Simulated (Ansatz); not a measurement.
# C4H4Se (selenophene) at revPBE/def2-SVP

Aim: the electronic atomisation energy of C4H4Se (selenophene) at revPBE/def2-SVP, from 4 runs. 

The results are computed with Ansatz 0.2.0.

38 further runs of the same task are left out: 38 set aside as unsound or not needed.

**1. Starting point**

The species is C4H4Se (9 atoms), meant as a singlet with charge 0. As SMILES, `c1cc[se]c1`. The coordinates come from a PBE0-D4/def2-TZVP relaxation.

Bond lengths: C1–C2 1.423 Å, C2–C3 1.357 Å, C3–Se4 1.851 Å, C1–C5 1.357 Å, Se4–C5 1.851 Å, C1–H6 1.083 Å, C2–H7 1.083 Å, C3–H8 1.079 Å, C5–H9 1.079 Å. Some angles: C1–C2–C3 114.8°, C2–C1–C5 114.8°, C2–C3–Se4 111.4°, C3–Se4–C5 87.5°, C1–C5–Se4 111.4°, C1–C2–H7 122.8°, C3–C2–H7 122.4°, C2–C1–H6 122.8°, C5–C1–H6 122.4°, C2–C3–H8 127.7°.

**2. A single-point energy at revPBE/def2-SVP**

Input file job.yaml:

```yaml
crystal:
  periodic: [false, false, false]
  atoms:
    - {symbol: C, position_ang: [0.161870, 0.966320, 0.120230]}
    - {symbol: C, position_ang: [0.964250, -0.189170, -0.094240]}
    - {symbol: C, position_ang: [0.270910, -1.350970, -0.203380]}
    - {symbol: Se, position_ang: [-1.550740, -1.070180, -0.035800]}
    - {symbol: C, position_ang: [-1.173010, 0.728430, 0.182560]}
    - {symbol: H, position_ang: [0.580520, 1.959720, 0.225910]}
    - {symbol: H, position_ang: [2.044320, -0.148290, -0.165330]}
    - {symbol: H, position_ang: [0.666130, -2.341940, -0.366510]}
    - {symbol: H, position_ang: [-1.964260, 1.446100, 0.336540]}
basis:
  gaussian: {orbitals: def2-SVP}
total_charge: 0
hamiltonian: {xc: {name: revPBE}}
accuracy: high
output: {orbitals: {seedname: orbitals}}
```

Launch:

```
ansatz run job.yaml --threads 1 --pin off --max-ram 3480MiB --events-out events.jsonl --progress --plain --runs-dir runs
```

The program printed:

```text
Warning: RAYON_NUM_THREADS=1 ignored (pool sized by the plan → 1); use --threads N
Functional definition: revPBE
  name "revPBE"
  parameter kappa = 1.245
  parameter beta = 0.06672455060314922
  exchange = pbe_x(kappa = kappa, mu = beta*pi^2/3)
  correlation = pbe_c(beta = beta)
2449 factors; integrals over basis functions are off by at most 4.7e-9 eV
mean field evaluation 1: about -69525.7372 eV, gradient 8.2e1 eV
mean field evaluation 2: about -69450.7619 eV, gradient 1.8e2 eV
mean field evaluation 4: about -69541.6420 eV, gradient 3.4e1 eV
mean field evaluation 8: about -69544.6798 eV, gradient 2.6e-1 eV
mean field evaluation 16: about -69544.6799 eV, gradient 1.1e-5 eV
mean field -69544.67993640 eV, -2555.7198485856 hartree, gradient 1.4e-8 eV, S^2 0.000000; 0 other end points of the search recorded, 0 dependent functions left out
reference -69544.67994022 eV, -2555.7198487258 hartree; 31, 31 occupied and 77, 77 virtual orbitals, 2449 factors
Total energy: -69544.67994022 eV, -2555.7198487258 hartree
```

It took 8.7 s on 1 thread of Arm Neoverse V2, shared host; peak memory 0.31 GiB.

**3. The C atom, same level**

Input file molecule.yaml:

```yaml
crystal:
  periodic: [false, false, false]
  atoms:
    - symbol: C
      position_ang: [0.000000, 0.000000, 0.000000]
basis:
  gaussian: {orbitals: def2-SVP}
magnetization: {spin_polarized: true, initial_magnetization: 2}
hamiltonian: {xc: {name: revPBE}}
accuracy: high
```

Run the same way, it converges to -37.80104 Eh (log not shown).

**4. The H atom at the same level**

Input file run.yaml:

```yaml
crystal:
  periodic: [false, false, false]
  atoms:
    - symbol: H
      position_ang: [0.000000, 0.000000, 0.000000]
basis:
  gaussian:
    orbitals: def2-SVP
magnetization:
  spin_polarized: true
  initial_magnetization: 1
hamiltonian:
  xc: {name: revPBE}
accuracy: high
```

Run the same way, it converges to -0.50319 Eh (log not shown).

**5. The Se atom at the same level**

Input file run.yaml:

```yaml
crystal:
  periodic: [false, false, false]
  atoms:
    - symbol: Se
      position_ang: [0.000000, 0.000000, 0.000000]
basis:
  gaussian: {orbitals: def2-SVP}
magnetization: {spin_polarized: true, initial_magnetization: 2}
hamiltonian: {xc: {name: revPBE}}
accuracy: high
```

Launch:

```
ansatz run run.yaml --threads 1 --pin off --max-ram 3480MiB --events-out events.jsonl --progress --plain --runs-dir runs
```

The program printed, shortened:

```text
Warning: RAYON_NUM_THREADS=1 ignored (pool sized by the plan → 1); use --threads N
[... 6 set-up lines as earlier in the session ...]
310 factors; integrals over basis functions are off by at most 4.9e-9 eV
mean field evaluation 1: about -65334.3833 eV, gradient 5.2e0 eV
mean field evaluation 2: about -65334.4537 eV, gradient 2.8e0 eV
mean field evaluation 4: about -65334.4649 eV, gradient 1.3e-1 eV
mean field evaluation 8: about -65334.4642 eV, gradient 3.1e-4 eV
mean field evaluation 16: about -65334.3500 eV, gradient 3.9e0 eV
mean field evaluation 32: about -65334.4642 eV, gradient 3.1e-8 eV
mean field -65334.46417104 eV, -2400.9972729955 hartree, gradient 1.9e-8 eV, S^2 2.001860; 3 other end points of the search recorded, 0 dependent functions left out
reference -65334.46417310 eV, -2400.9972730709 hartree; 18, 16 occupied and 14, 16 virtual orbitals, 310 factors
Total energy: -65334.46417310 eV, -2400.9972730709 hartree
```

Run time: 2 s. Hardware: 1 thread of Arm Neoverse V2, shared host; peak memory 0.091 GiB.

**6. Outcome**

At revPBE/def2-SVP:

```
                     quantity           value
       molecule: total energy  -2555.71985 Eh
        molecule: HOMO energy        -5.70 eV
        molecule: LUMO energy        -1.20 eV
      molecule: HOMO–LUMO gap         4.51 eV
         C atom: total energy    -37.80104 Eh
                 C atom: ⟨S²⟩           2.002
         H atom: total energy     -0.50319 Eh
                 H atom: ⟨S²⟩           0.750
        Se atom: total energy  -2400.99727 Eh
                Se atom: ⟨S²⟩           2.002
electronic atomisation energy       40.971 eV
```

**Reading.** Taking the molecule apart into free atoms costs 40.97 eV (3953 kJ/mol), before zero-point energy and without spin-orbit coupling.
